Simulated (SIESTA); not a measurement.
Crystal: NbTe4.

```
Te Nb
1.0
     6.55100    0.00000    0.00000
     0.00000    6.55100    0.00000
     0.00000    0.00000    6.84700
Te Nb
8 2
Direct
  0.67220 0.85600 0.50000
  0.14400 0.67220 0.50000
  0.32780 0.14400 0.50000
  0.85600 0.32780 0.50000
  0.32780 0.85600 0.00000
  0.85600 0.67220 0.00000
  0.67220 0.14400 0.00000
  0.14400 0.32780 0.00000
  0.00000 0.00000 0.73500
  0.00000 0.00000 0.23500
```

- Program: SIESTA 5.4.2
- Task: single point
- Functional: PBEsol
- Potentials or basis: PseudoDojo 0.4 standard (PBEsol files)
- Basis: DZP (energy shift 0.003 Ry; two zetas on semicore shells)
- Grid cutoff: 800 Ry
- Energy shift: 0.003 Ry
- k mesh: 4 × 4 × 4
- Occupations: fermi-dirac, width 0.05 eV
- Spin: no spin polarisation

On this cell: pressure 0.0 GPa; largest force 1.205 eV/Å; band gap on the k mesh none (metal or under the smearing width).

The same run follows on a disturbed copy (atoms moved at random, drawn with an rms of 0.05 Å):

```
CELL_PARAMETERS angstrom
6.55100 0.00000 0.00000
0.00000 6.55100 0.00000
0.00000 0.00000 6.84700
ATOMIC_POSITIONS crystal
Te 0.67363 0.85790 0.49778
Te 0.13503 0.66569 0.49735
Te 0.32338 0.13927 0.50100
Te 0.85845 0.33550 0.50334
Te 0.32360 0.85407 0.00311
Te 0.85645 0.67048 0.99634
Te 0.67070 0.14312 0.99990
Te 0.14922 0.32971 0.99890
Nb 0.00163 0.99673 0.73741
Nb 0.99376 0.99780 0.23679
```

Task: What does the disturbed cell give?

Result: The energy (extrapolated to zero smearing) moves by +5.7 meV/atom; pressure 0.1 GPa; largest force 1.165 eV/Å; band gap on the k mesh none (metal or under the smearing width).

Forces on the atoms (eV/Å):
```
Te  -0.060 -0.268 -0.155
Te   0.830  0.523 -0.224
Te  -0.004  0.259 -0.388
Te  -0.717 -0.735 -0.265
Te  -0.008 -0.234 -0.296
Te  -0.332  0.058 -0.225
Te   0.148  0.221 -0.321
Te   0.047 -0.342 -0.131
Nb  -0.219  0.220  1.122
Nb   0.316  0.298  0.883
```

Stress tensor (GPa, compression positive):
```
 1.09  0.19 -0.15
 0.19  0.61 -0.12
-0.15 -0.12 -1.32
```

Caveats: the basis of atomic orbitals isn't converged, which shifts pressures, moduli and gaps; forces of over 1 eV/Å show positions far from the minimum, so gaps and moduli don't describe the material at rest (some runs).
